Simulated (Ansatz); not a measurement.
# BN: the cell at several levels of theory

One table from this session's results is given with a row withheld; the runs are named, their logs left out.

Code: Ansatz 0.2.0. PAW datasets, plane waves, zero pressure. (Simulation; spin polarisation is off.)

### The system as given

This is the cell as the run starts from it, not yet at rest; its lengths are not the crystal's.

Space group P6_3mc (No. 186), hexagonal; conventional cell a = 2.384 Å, c = 3.893 Å, 4.79 Å³ an atom. Near B stand 4 N at 1.46 Å; near N stand 4 B at 1.46 Å.

Coordinates:

```
CELL_PARAMETERS angstrom
2.38417 0.00000 0.00000
-1.19209 2.06475 0.00000
0.00000 0.00000 3.89335
ATOMIC_POSITIONS crystal
B 0.33333 0.66667 0.00000
B 0.66667 0.33333 0.50000
N 0.33333 0.66667 0.37500
N 0.66667 0.33333 0.87500
```

Set-up of the first run:

Input file input.yaml:

```yaml
crystal:
  lattice:
    - [2.3841700163, 0.0, 0.0]
    - [-1.1920850082, 2.0647518011, 0.0]
    - [0.0, 0.0, 3.8933496366]
  atoms:
    - { symbol: B, position: [0.3333333333, 0.6666666667, 0.0] }
    - { symbol: B, position: [0.6666666667, 0.3333333333, 0.5] }
    - { symbol: "N", position: [0.3333333333, 0.6666666667, 0.375] }
    - { symbol: "N", position: [0.6666666667, 0.3333333333, 0.875] }
kpoints:
  mp_grid: { grid: [12, 12, 6] }
hamiltonian:
  xc: pbe
scf:
  occupations: { method: fermi_dirac, width: 0.02 }
relax:
  f_tol: 0.005
  cell: {}
output:
  write_density: true
  write_potential: true
  elf: true
  volumetric_format: npy
```

Started as:

```
$ ansatz run input.yaml --threads 4 --pin off --max-ram 7372MiB --backend cpu --events-out ev --progress --plain --runs-dir out
```

Steps of the session up to this table: PBE: cell and atoms; r2SCAN: cell and atoms; Relaxing with PBEsol; Relaxation with LDA; Relaxation with HSE06.

One of the session's tables, all rows but one given; the rest of the session is left out.

| level | a (Å) | c (Å) | volume (Å³/atom) |
| --- | --- | --- | --- |
| PBE | 2.554 | 4.224 | 5.968 |
| r2SCAN | 2.544 | 4.208 | 5.896 |
| PBEsol | ? | ? | ? |
| LDA | 2.523 | 4.175 | 5.755 |
| HSE06 | 2.535 | 4.191 | 5.830 |

**Question.** Estimate the row for PBEsol.

The run gave: a (Å): 2.541; c (Å): 4.203; volume (Å³/atom): 5.876. In the column «a (Å)» it lies between HSE06 (2.535) and r2SCAN (2.544).

What this shows: From the start to the first minimum the volume moved by +24.6 %. The volume runs from LDA (least) to PBE (most), a spread of 3.7 %, or 1.2 % in length if all axes shared it alike. The meshes differ: PBE 12×12×6, r2SCAN 12×12×6, PBEsol 12×12×6, LDA 12×12×6, HSE06 9×9×4.
